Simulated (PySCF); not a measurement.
# C2H9B2P: the cost of one run

Programs: PySCF 2.14.0, with density-fitted response routines of our own. Each step states its level of theory. These are calculated values for one molecule in the gas phase, unless marked as measured. Atoms are numbered from 0 throughout.

## (1) Starting geometry

14 atoms, charge 0, multiplicity 1; geometry from: GFN2-xTB. The atoms were then displaced at random by about 0.01 Å, so the start is not that level's minimum.

Bonds of the start (Å): B0–P1 1.83, P1–B2 1.86, B2–C3 1.55, B2–C4 1.57, B0–H5 1.16, B0–H6 1.16, P1–H7 1.40, C3–H8 1.07, C3–H9 1.08, C3–H10 1.13, C4–H11 1.09, C4–H12 1.10, C4–H13 1.09.

## (2) Optimising the geometry at PBE0-D3(BJ)/def2-SVP

What the job is given:

```
{"job": {"xc": "PBE0", "basis": "def2-SVP", "d3": "d3bj", "grid": 1, "shake": 0.01, "kind": "geom"}, "charge": 0, "multiplicity": 1}
B      2.367440    -1.247500     0.114990
P      1.193610    -0.066430     0.870020
B     -0.469300     0.233920     0.101880
C     -1.209210    -0.968410    -0.532710
C     -1.074040     1.684980     0.127320
H      1.920420    -2.192090    -0.382580
H      3.510060    -1.043510     0.177490
H      1.815580     1.153970     1.140590
H     -1.324300    -0.835160    -1.589670
H     -0.780880    -1.942070    -0.345850
H     -2.274440    -1.024130    -0.149620
H     -0.440950     2.396640    -0.406390
H     -1.153030     2.088100     1.146020
H     -2.088110     1.746610    -0.279240
```

Started as:

```console
> OMP_NUM_THREADS=1 python probes_run.py task.json out
```

One launch serves the whole session: the jobs run in the order shown.

Q: Estimate the wall time and peak memory of this first job on 1 thread of Arm Neoverse V2, shared host.

About 43 s, with a peak of 0.52 GiB.
